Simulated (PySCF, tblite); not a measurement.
# C5H10BNO: geometry, infrared bands and NMR shifts

Wanted: the infrared bands and NMR shifts of C5H10BNO (`C[NH2+][BH2-]c1ccco1`), by calculation.

Programs: tblite 0.8.0 and PySCF 2.14.0, with density-fitted response routines of our own. Each step states its level of theory. These are calculated values for one molecule in the gas phase, unless marked as measured. Atoms count from 0, in the outputs and in this text.

## Step 1: Starting geometry

18 atoms, charge 0, multiplicity 1; geometry from: force field or distance geometry start.

Bonds of the start (Å): C0–N1 1.47, N1–B2 1.51, B2–C3 1.57, C3–C4 1.39, C4–C5 1.40, C5–C6 1.39, C6–O7 1.32, O7–C3 1.33, C0–H8 1.12, C0–H9 1.11, C0–H10 1.08, N1–H11 1.04, N1–H12 1.05, B2–H13 1.21, B2–H14 1.21, C4–H15 1.06, C5–H16 1.08, C6–H17 1.09.

## Step 2: Geometry optimisation with GFN2-xTB

Job settings and geometry (Å):

```
{"job": {"kind": "relax", "xc": "GFN2-xTB", "basis": "xTB"}, "charge": 0, "multiplicity": 1}
C      2.847900     0.158600     0.029400
N      1.532300    -0.498300     0.029700
B      0.647700     0.358700    -0.839900
C     -0.885700     0.226000    -0.524200
C     -1.733900    -0.829300    -0.848100
C     -2.977000    -0.456300    -0.327300
C     -2.821400     0.772500     0.293900
O     -1.563200     1.138600     0.165600
H      2.627700     1.225500     0.303100
H      3.113100     0.217400    -1.051700
H      3.588500    -0.323000     0.650000
H      1.162700    -0.693200     0.979100
H      1.705100    -1.437800    -0.402900
H      0.811800     0.058300    -1.999400
H      0.989600     1.516800    -0.778500
H     -1.528000    -1.723000    -1.383200
H     -3.904800    -1.007500    -0.373000
H     -3.621300     1.302300     0.801100
```

Run with:

```sh
$ OMP_NUM_THREADS=1 python probes_run.py task.json out
```

The driver reads the jobs from task.json and runs them one after another.

**Question.** This job is followed by: GFN2-xTB harmonic vibrations, gas phase; GIAO PBE0/pcSseg-1 NMR shielding, non-relativistic, gas phase. Predict these results of the whole session: strongest single infrared mode (GFN2-xTB); zero-point energy (GFN2-xTB); 13C shifts against TMS (PBE0/pcSseg-1); 1H shifts against TMS (PBE0/pcSseg-1, means over atoms taken as alike); 15N shifts against NH3 (PBE0/pcSseg-1); 11B shifts against BF3·OEt2 (PBE0/pcSseg-1); 17O shifts against H2O (PBE0/pcSseg-1).

**Answer**, as computed:

| quantity | value |
| --- | --- |
| strongest single infrared mode (GFN2-xTB) | 2441 cm⁻¹, 230 km/mol |
| zero-point energy (GFN2-xTB) | 92.2 kcal/mol |
| 13C shifts against TMS (PBE0/pcSseg-1) | 174.9, 144.2, 118.1, 116.4, 33.5 ppm |
| 1H shifts against TMS (PBE0/pcSseg-1, means over atoms taken as alike) | 7.40, 6.64, 6.44, 3.49, 2.91, 2.82 ppm |
| 15N shifts against NH3 (PBE0/pcSseg-1) | 48.0 ppm |
| 11B shifts against BF3·OEt2 (PBE0/pcSseg-1) | -19.0 ppm |
| 17O shifts against H2O (PBE0/pcSseg-1) | 299.5 ppm |

**Reading.** Over 169 steps the energy fell by 0.798 eV; of the close pairs, N1–B2 changed most, 1.508 to 1.632 Å. No mode is imaginary among the 48: a minimum at this level. The strongest single mode, at 2441 cm⁻¹, moves mainly H14. Unscaled tight-binding wavenumbers are off by several per cent, some by more. Its intensities can rank the bands wrongly. At PBE0/pcSseg-1: The widest tensor belongs to O7: span 333 ppm, with a paramagnetic part of -364 ppm. NICS(1)zz of -27 ppm above the planar ring from C3 marks a diatropic (aromatic) ring current.
